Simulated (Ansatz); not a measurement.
# LiTiH6O2F6: the cost of one run

Method: DFT, PBE, plane-wave PAW, default files, scalar-relativistic, as far as a step names no other, in Ansatz 0.2.0.

1 further run of the same task is left out (it didn't finish).

### Step 1. Starting point

Symmetry: P321, No. 150, trigonal system. Conventional cell: a = 6.136 Å, b = 6.136 Å, c = 5.615 Å, α = 90.00°, β = 90.00°, γ = 120.00°. Around Li (site symmetry 32) lie 6 F at 2.12 Å. Ti (site symmetry 32) has 6 F at 1.99 Å as nearest neighbours. H (site symmetry 1) is surrounded by 1 O at 1.03 Å. O (site symmetry 3) is surrounded by 3 H at 1.03 Å. F (site symmetry 1) is surrounded by 1 H at 1.44 Å and 1 Ti at 1.99 Å.

Structure file:

```
Li Ti H O F
1.0
     6.13591    0.00000    0.00000
    -3.06796    5.31385    0.00000
     0.00000    0.00000    5.61519
Li Ti H O F
1 1 6 2 6
Cartesian
  0.0000 0.0000 2.8076
  0.0000 0.0000 0.0000
  -0.3721 2.6205 1.5501
  0.9846 3.6813 1.5501
  2.4555 0.9880 4.0650
  -0.6125 4.3258 1.5501
  2.6959 2.6933 4.0650
  4.0525 1.6325 4.0650
  0.0000 3.5426 1.8136
  3.0680 1.7713 3.8016
  1.4982 0.0630 1.3147
  5.3322 1.2660 1.3147
  -0.6945 1.3290 4.3005
  2.3734 3.9848 1.3147
  -1.5697 5.2508 4.3005
  2.2643 4.0479 4.3005
```

### Step 2. Single point at the given positions

input.yaml

```yaml
crystal:
  lattice:
    - [6.135910461, 0.0, 0.0]
    - [-3.0679552305, 5.3138543346, 0.0]
    - [0.0, 0.0, 5.615189]
  atoms:
    - { symbol: Li, position: [0.0, 0.0, 0.5] }
    - { symbol: Ti, position: [0.0, 0.0, 0.0], spin: 1.0 }
    - { symbol: H, position: [0.185931, 0.493148, 0.276063] }
    - { symbol: H, position: [0.506852, 0.692783, 0.276063] }
    - { symbol: H, position: [0.493148, 0.185931, 0.723937] }
    - { symbol: H, position: [0.307217, 0.814069, 0.276063] }
    - { symbol: H, position: [0.692783, 0.506852, 0.723937] }
    - { symbol: H, position: [0.814069, 0.307217, 0.723937] }
    - { symbol: O, position: [0.3333333333, 0.6666666667, 0.322985] }
    - { symbol: O, position: [0.6666666667, 0.3333333333, 0.677015] }
    - { symbol: F, position: [0.250102, 0.01186, 0.234136] }
    - { symbol: F, position: [0.98814, 0.238242, 0.234136] }
    - { symbol: F, position: [0.01186, 0.250102, 0.765864] }
    - { symbol: F, position: [0.761758, 0.749898, 0.234136] }
    - { symbol: F, position: [0.238242, 0.98814, 0.765864] }
    - { symbol: F, position: [0.749898, 0.761758, 0.765864] }
magnetization:
  spin_polarized: true
kpoints:
  mp_grid: { grid: [5, 5, 4] }
scf:
  occupations: { method: fermi_dirac, width: 0.02 }
hamiltonian:
  xc: pbe
  pseudopotentials: { kind: paw }
output:
  forces: true
  stress: true
  populations: true
  efg:
    quadrupole_moments_barn: { Li: -0.0401, Ti: 0.247, H: 0.00285783, O: -0.02558 }
    contact_densities: true
```

On the command line:

```
$ ansatz run input.yaml --threads 1 --pin off --max-ram 2560MiB --backend cpu --events-out ev --progress --plain --runs-dir out
```

What time and memory should one allow on 1 thread of Intel Xeon Platinum 8259CL at 2.50GHz (Skylake/Cascade Lake), shared host?

About 60 s, with a peak of 0.74 GiB.
